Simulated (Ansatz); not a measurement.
**GdZnSi (P-6m2): how the settings move a single-point run**

Aim: see which settings change the result for GdZnSi (P-6m2), by how much, and at what cost.

Method: reference: DFT PBEsol+U, scalar-relativistic, plane waves, PAW, in Ansatz 0.2.0.

4 further runs of the same task are left out: 4 that didn't finish. Runs told in other sessions of the task aren't counted.

### Step 1. The system as given

The structure is hexagonal, space group P-6m2 (No. 187). Conventional cell: a = 4.109 Å, b = 4.109 Å, c = 4.113 Å, α = 90.00°, β = 90.00°, γ = 120.00°. Gd (site symmetry -6m2) is surrounded by 6 Si at 3.14 Å and 6 Zn at 3.14 Å. Around Si (site symmetry -6m2) lie 3 Zn at 2.37 Å and 6 Gd at 3.14 Å. Around Zn (site symmetry -6m2) lie 3 Si at 2.37 Å.

Coordinates:

```xyz
3
Lattice="4.1086 0.0000 0.0000 -2.0543 3.5582 0.0000 0.0000 0.0000 4.1128" Properties=species:S:1:pos:R:3 pbc="T T T"
Gd    2.0543    1.1861    0.0000
Si    0.0000    0.0000    2.0564
Zn    0.0000    2.3721    2.0564
```

### Step 2. Baseline

File input.yaml:

```yaml
crystal:
  lattice:
    - [4.1086139333, 0.0, 0.0]
    - [-2.0543069667, 3.5581640407, 0.0]
    - [0.0, 0.0, 4.1127776717]
  atoms:
    - { symbol: Gd, position: [0.6666666667, 0.3333333333, 0.0], spin: 7.0 }
    - { symbol: Si, position: [0.0, 0.0, 0.5] }
    - { symbol: Zn, position: [0.3333333333, 0.6666666667, 0.5] }
basis:
  ecutwfc: 420
  ecutrho_ratio: 4
kpoints:
  mp_grid: { grid: [8, 8, 8] }
hamiltonian:
  xc: pbesol
  hubbard: { sites: [{ species: Gd, l: f, u_eff: 6.0 }] }
scf:
  occupations: { method: gaussian, width: 0.05 }
  lower_state_search: "off"
output:
  forces: true
  stress: true
  eigenvalues: true
  populations: true
  hubbard: { sites: [{ species: Gd, l: f }] }
magnetization:
  spin_polarized: true
checkpoint:
  read: start.run
  write: ck
  compress: false
  write_wavefunctions: false
  write_every: 100000
```

The run is started by

```bash
> ansatz run input.yaml --threads 4 --pin off --max-ram 9216MiB --backend cpu --events-out ev --progress --plain --runs-dir out
```

The main lines of its log:

```text
[...]
Basis set: ecut = 420 eV, 1177 PW (Γ), exchange–correlation on 60×60×60 points (8 copies of the dense FFT grid, shifted against one another)
[...]
Magnetic group: BNS 187.209 (UNI 1439), of the structure as read, at distance tolerance 3.9e-5 Å
k-points: 50 of 512 (time reversal used)
[...]
SCF iter   1: F=—  HF=-13132.250144 eV  |F-HF|=—  |Δ(HF+E_count)|=         —  Δρ=1.56e-3 (↑1.56e-3 ↓1.56e-3)  dr2=9.52e-4  dr2_m=1.21e-3  M=7.352 μB ∫|m|=7.481 μB  β_m=0.30  ethr=2.69e-6  ⟨swp⟩=2.1  Hψ=17042  notcnv=0
preconditioner: auto → Kerker (q_TF=auto, 2.481 Å⁻¹)  [metal: Δε(μ)=0.005 eV  Ē_g=12.305 eV  σ=0.050 eV  W_gap=0.05  n_scr=20 (ndim 8)  ℏωp=27.1 eV  f_vac=0.000  D(μ)=1.55/eV (n_scr^D=8)]
[...]
SCF iter   2: F=—  HF=-13132.251694 eV  |F-HF|=—  |Δ(HF+E_count)|=   1.55e-3  Δρ=1.21e-3 (↑1.21e-3 ↓1.21e-3)  dr2=6.39e-4  dr2_m=7.20e-4  M=7.342 μB ∫|m|=7.470 μB  β_m=0.65  ethr=2.69e-6  ⟨swp⟩=2.0  Hψ=2769  notcnv=0
[...]
SCF iter   7: F=—  HF=-13132.254685 eV  |F-HF|=—  |Δ(HF+E_count)|=   7.56e-8  Δρ=1.37e-5 (↑1.37e-5 ↓1.16e-5)  dr2=3.67e-7  dr2_m=3.31e-8  M=7.262 μB ∫|m|=7.383 μB  β_m=0.89  ethr=6.38e-9  ⟨swp⟩=2.0  Hψ=3916  notcnv=0
SCF iter   8: F=-13132.254685 eV  HF=-13132.254685 eV  |F-HF|=9.84e-9  |Δ(HF+E_count)|=   1.54e-7  Δρ=4.14e-6 (↑4.14e-6 ↓3.71e-6)  dr2=2.14e-8  dr2_m=3.49e-9  M=7.263 μB ∫|m|=7.384 μB  ethr=2.94e-10  ⟨swp⟩=5.9  Hψ=10863  notcnv=0
[...]
SCF converged after 8 iterations
Magnetization: 7.2626 μB (20.6313 up, 13.3687 down)
[...]
Free energy (F): -13132.254685 eV
[...]
E sigma→0 (E₀):  -13132.253262 eV
[...]
Fermi energy:    11.553864 eV
[...]
  P = ⅓ Tr σ = -2.4846 GPa (-24.846 kbar)
[...]
```

It took 5.4 s on 4 threads of Arm Neoverse V2, shared host; peak memory 0.57 GiB.

### Step 3. Changed: occupations.method tetrahedron, width left out, lower_state_search left out

File input.yaml:

```yaml
crystal:
  lattice:
    - [4.108613933369, 2.886746325678e-11, 0.0]
    - [-2.054306966709, 3.558164040626, 0.0]
    - [0.0, 0.0, 4.1127776717]
  atoms:
    - { symbol: Gd, position: [0.6666666666667, 0.3333333333333, 0.0], spin: 7.0 }
    - { symbol: Si, position: [0.0, 0.0, 0.5] }
    - { symbol: Zn, position: [0.3333333333333, 0.6666666666667, 0.5] }
basis:
  ecutwfc: 420
  ecutrho_ratio: 4
kpoints:
  mp_grid: { grid: [8, 8, 8] }
hamiltonian:
  xc: pbesol
  hubbard: { sites: [{ species: Gd, l: f, u_eff: 6.0 }] }
scf:
  occupations: { method: tetrahedron }
output:
  forces: true
  stress: true
  write_density: true
  write_potential: true
  elf: true
  volumetric_format: npy
magnetization:
  spin_polarized: true
```

The run is started by

```bash
> ansatz run input.yaml --threads 4 --pin off --max-ram 9216MiB --backend cpu --events-out ev --progress --plain --runs-dir out
```

The log of the run, shortened:

```text
Warning: output.forces, output.stress, relax.cell or npt_langevin: where a Kohn–Sham band that disperses or a degenerate level is filled in part under the method tetrahedron, the forces or the stress that this run publishes need not agree with its energy (scf.occupations.method in the [...]
Warning: RAYON_NUM_THREADS=4 ignored (pool sized by the plan → 4); use --threads N
Gd: projections on atomic orbitals take those of the free atom [Kr 4d10] 4f7 5s2 5p6 5d1 6s2, of charge +0.00 (hamiltonian.pseudopotentials.projection_atoms); the dataset's partial waves leave at most 2.5e-4 of an orbital's norm unspanned inside its sphere
Si: projections on atomic orbitals take those of the free atom [Ne] 3s2 3p2, of charge +0.00 (hamiltonian.pseudopotentials.projection_atoms); the dataset's partial waves leave at most 6.1e-8 of an orbital's norm unspanned inside its sphere
Zn: projections on atomic orbitals take those of the free atom [Ar] 3d10 4s2, of charge +0.00 (hamiltonian.pseudopotentials.projection_atoms); the dataset's partial waves leave at most 6.8e-7 of an orbital's norm unspanned inside its sphere
[...]
Pseudopotentials: kind: paw
Pseudopotential: Gd, paw, valence charge 18, recommended cutoff 420 eV (normal), Gd.paw.azcp
Pseudopotential: Si, paw, valence charge 4, recommended cutoff 420 eV (normal), Si.paw.azcp
Pseudopotential: Zn, paw, valence charge 12, recommended cutoff 420 eV (normal), Zn.paw.azcp
Functional definition: PBEsol
[...]
Crystal: 3 atoms, lattice volume = 60.125 Å³
[...]
spin-set hold released at iteration 5 (site moments contracting): the magnetisation degrees of freedom join the quasi-Newton model from the next iteration; the mixer history was flushed
[...]
SCF iter  13: F=-13132.254704 eV  HF=-13132.254704 eV  |F-HF|=3.04e-8  |Δ(HF+E_count)|=   1.14e-5  Δρ=3.43e-6 (↑3.23e-6 ↓3.43e-6)  dr2=4.69e-8  dr2_m=2.70e-10  M=7.334 μB ∫|m|=7.445 μB  ethr=2.94e-10  ⟨swp⟩=10.0  Hψ=18932  notcnv=0
[...]
this state was not tested for a lower state beside it, because cold or Methfessel-Paxton smearing, or corrected tetrahedra, fill the levels in a way that the test cannot read (fill_not_monotonic; see scf.lower_state_search)
SCF converged after 13 iterations
Magnetization: 7.3345 μB (20.6672 up, 13.3328 down)
Absolute magnetization: 7.4472 μB (∫|ρ↑−ρ↓|, with the PAW one-centre terms)
Spin contamination: 0.0166 ħ² per cell (⟨S²⟩ above its minimum at these occupations)
Per-site moments (μB) at R_I (Å): [(7.1532730869557035, 1.2949897219521183), (-0.03384609574792269, 0.9784951111760952), (0.0019009147304811732, 0.9784951111760952)]
Free energy (F): -13132.254704 eV
[...]
E sigma→0 (E₀):  -13132.254704 eV
Entropy (-TS):   -0.000017 eV (-0.006 meV/atom)
Fermi energy:    11.572921 eV
[...]
--- Forces (eV/Å), atoms counted from 1 ---
  atom   1  Gd     0.00000000    -0.00000000     0.00000000
  atom   2  Si     0.00000000    -0.00000000     0.00000000
  atom   3  Zn    -0.00000000     0.00000000     0.00000000
[...]
--- Stress (GPa, compression-positive) ---
       -2.172566      -0.000000      -0.000000
        0.000000      -2.172566       0.000000
       -0.000000       0.000000      -2.833900
  P = ⅓ Tr σ = -2.3930 GPa (-23.930 kbar)
--- Band table (eV; the first three rows and the last of 100) ---
[... band rows left out ...]
[...]
Occupation matrices written to <dir>
```

Wall time 7.8 s (4 threads of Arm Neoverse V2, shared host); peak memory 0.57 GiB.

Changing the smearing and search for lower states moves the energy by -0.5 meV/atom (σ→0 values), and the absolute moment goes from 7.39 to 7.45 μB.

### Step 4. Variant: hubbard.sites [{species: Gd, l: f, u_eff: 5.0}], hubbard.double_counting fll, occupations.method fermi_dirac, occupations.width 0.01, lower_state_search left out

File input.yaml:

```yaml
crystal:
  lattice:
    - [4.108613933369, 2.886746325678e-11, 0.0]
    - [-2.054306966709, 3.558164040626, 0.0]
    - [0.0, 0.0, 4.1127776717]
  atoms:
    - { symbol: Gd, position: [0.6666666666667, 0.3333333333333, 0.0], spin: 7.0 }
    - { symbol: Si, position: [0.0, 0.0, 0.5] }
    - { symbol: Zn, position: [0.3333333333333, 0.6666666666667, 0.5] }
basis:
  ecutwfc: 420
  ecutrho_ratio: 4
kpoints:
  mp_grid: { grid: [8, 8, 8] }
hamiltonian:
  xc: pbesol
  hubbard: { sites: [{ species: Gd, l: f, u_eff: 5.0 }], double_counting: fll }
scf:
  occupations: { method: fermi_dirac, width: 0.01 }
output:
  forces: true
  stress: true
magnetization:
  spin_polarized: true
```

The run is started by

```bash
> ansatz run input.yaml --threads 4 --pin off --max-ram 9216MiB --backend cpu --events-out ev --progress --plain --runs-dir out
```

The log of the run, shortened:

```text
Warning: RAYON_NUM_THREADS=4 ignored (pool sized by the plan → 4); use --threads N
Gd: projections on atomic orbitals take those of the free atom [Kr 4d10] 4f7 5s2 5p6 5d1 6s2, of charge +0.00 (hamiltonian.pseudopotentials.projection_atoms); the dataset's partial waves leave at most 2.5e-4 of an orbital's norm unspanned inside its sphere
Si: projections on atomic orbitals take those of the free atom [Ne] 3s2 3p2, of charge +0.00 (hamiltonian.pseudopotentials.projection_atoms); the dataset's partial waves leave at most 6.1e-8 of an orbital's norm unspanned inside its sphere
Zn: projections on atomic orbitals take those of the free atom [Ar] 3d10 4s2, of charge +0.00 (hamiltonian.pseudopotentials.projection_atoms); the dataset's partial waves leave at most 6.8e-7 of an orbital's norm unspanned inside its sphere
[...]
Pseudopotentials: kind: paw
[...]
SCF converged after 11 iterations
Magnetization: 7.2794 μB (20.6397 up, 13.3603 down)
Absolute magnetization: 7.3965 μB (∫|ρ↑−ρ↓|, with the PAW one-centre terms)
Spin contamination: 0.0145 ħ² per cell (⟨S²⟩ above its minimum at these occupations)
Per-site moments (μB) at R_I (Å): [(7.132294314691962, 1.2949897219521183), (-0.03421279496615306, 0.9784951111760952), (-0.0005792821128884196, 0.9784951111760952)]
Free energy (F): -13132.264245 eV
[...]
E sigma→0 (E₀):  -13132.263817 eV
Entropy (-TS):   -0.000857 eV (-0.286 meV/atom)
Fermi energy:    11.549350 eV
[...]
--- Forces (eV/Å), atoms counted from 1 ---
  atom   1  Gd     0.00000000    -0.00000000     0.00000000
  atom   2  Si     0.00000000    -0.00000000     0.00000000
  atom   3  Zn     0.00000000     0.00000000     0.00000000
[...]
--- Stress (GPa, compression-positive) ---
       -2.380726      -0.000000      -0.000000
        0.000000      -2.380726       0.000000
       -0.000000       0.000000      -2.809100
  P = ⅓ Tr σ = -2.5235 GPa (-25.235 kbar)
Occupation matrices written to <dir>
```

It took 6.4 s on 4 threads of Arm Neoverse V2, shared host; peak memory 0.57 GiB.

Changing the Hubbard U, double counting of the Hubbard term, smearing and search for lower states moves the energy by -3.5 meV/atom (σ→0 values). The U term adds an energy of its own, so the shift says nothing about which run is better.

### Step 5. Side by side

```csv
run,ending,energy change,pressure (GPa),gap (eV),abs. moment (μB),force (eV/Å),cycles,time
reference,converged,0,-2.5,0.00,7.39,0.00,-,5.4 s
"1: occupations.method tetrahedron, width left out, lower_state_search left out",converged,-0.5 meV/atom (σ→0),-2.4,0.00,7.45,0.00,13,7.8 s
"2: hubbard.sites [{species: Gd, l: f, u_eff: 5.0}], hubbard.double_counting fll, occupations.method fermi_dirac, occupations.width 0.01, lower_state_search left out",converged,-3.5 meV/atom (σ→0) (Hubbard term changed: no physical gain or loss),-2.5,0.00,7.40,0.00,11,6.4 s
```

Times don't compare one to one where runs were asked for different outputs or read a saved state (see the inputs); cycles may leave out searches for a lower state.

Residual by cycle in the longest SCF loop of each run; runs are numbered as in the table. The quantity is the density residual dr2, in eV.

```csv
cycle,reference,run 1,run 2
1,9.5e-4,7.24,7.04
2,6.4e-4,0.993,0.651
3,2.4e-4,0.432,0.458
4,5.5e-5,0.0392,0.0756
5,1.2e-5,0.0358,0.00754
6,2.2e-6,0.0203,8.2e-4
8,2.1e-8,3.0e-4,1.9e-5
9,-,9.2e-5,4.4e-6
10,-,7.5e-5,3.4e-7
11,-,8.8e-6,6.8e-8
12,-,1.3e-6,-
13,-,4.7e-8,-
```

**Reading.** «occupations.method tetrahedron, width left out, lower_state_search left out» moves the energy by -0.5 meV/atom. A changed U is a change of model: its shifts are not errors of convergence.
